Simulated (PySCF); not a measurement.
# SnH: bond curves at several levels of theory

One table from this session's results is given with a row withheld; the runs are named, their logs left out.

Method: Sn aug-cc-pVDZ-PP with ECP28, H aug-cc-pVDZ, scalar-relativistic core potentials; program: PySCF 2.14.0.

Set-up of the first run:

The job is set up so:

```
atoms                         : Sn, H
charge                        : 0
basis                         : Sn aug-cc-pVDZ-PP with ECP28, H aug-cc-pVDZ
Hamiltonian                   : scalar-relativistic core potentials
basis functions               : 41
electrons treated             : 23
masses in u                   : 119.9022, 1.0078
levels                        : PBE0, PBE, r²SCAN, revPBE, TPSSh, B97-3, HF, MP2, SCS-MP2, CCSD, CCSD(T)
grid                          : 80 radial by 434 angular points
occupations                   : held fixed by the projection of orbital angular momentum
dissociation limit            : Sn + H, each in its ground configuration
starting distance in angstrom : 1.670
values of 2S to try           : 1, 3
```

Started as:

```
$ OMP_NUM_THREADS=1 python dia.py task.json out
```

Steps of the session up to this table: The job; The PBE0 curve of the state that the search chose; Higher solutions at PBE0; PBE (GGA); r²SCAN (meta-GGA); revPBE (GGA); TPSSh (hybrid meta-GGA); B97-3 (global hybrid GGA); UHF (mean field); Correlated methods on the Hartree–Fock reference.

One of the session's tables, all rows but one given; the rest of the session is left out.

Energy (eV) from each level's lowest point:

| R (Å) | UHF | UHF-MP2 | UHF-SCS-MP2 | UHF-CCSD | UHF-CCSD(T) |
| --- | --- | --- | --- | --- | --- |
| 1.538 | 0.449 | 0.421 | 0.438 | n/a | n/a |
| 1.609 | 0.196 | 0.182 | 0.193 | 0.201 | 0.204 |
| 1.681 | ? | ? | ? | ? | ? |
| 1.734 | 0.009 | 0.006 | 0.010 | 0.013 | 0.014 |
| 1.788 | 0.000 | 0.000 | 0.000 | 0.000 | 0.000 |
| 1.842 | 0.023 | 0.024 | 0.020 | 0.016 | 0.015 |
| 1.913 | 0.093 | 0.092 | 0.085 | 0.074 | 0.071 |
| 2.003 | 0.226 | 0.222 | 0.209 | 0.188 | 0.183 |
| 2.110 | 0.431 | 0.421 | 0.404 | 0.366 | 0.357 |
| 2.253 | 0.741 | 0.758 | 0.745 | n/a | n/a |

**Question.** Estimate the row for R (Å) = 1.681.

Worked estimate for «UHF». A straight line through the neighbours (1.609, 0.196) and (1.734, 0.009) gives 0.196 + (0.009 − 0.196) × (1.681 − 1.609) / (1.734 − 1.609) = 0.088; a parabola fitted to 4 rows on both sides gives 0.051.

**Answer.** UHF: 0.056; UHF-MP2: 0.050; UHF-SCS-MP2: 0.057; UHF-CCSD: 0.063; UHF-CCSD(T): 0.064. In «UHF» the line misses by +0.032 and the parabola by -0.005.
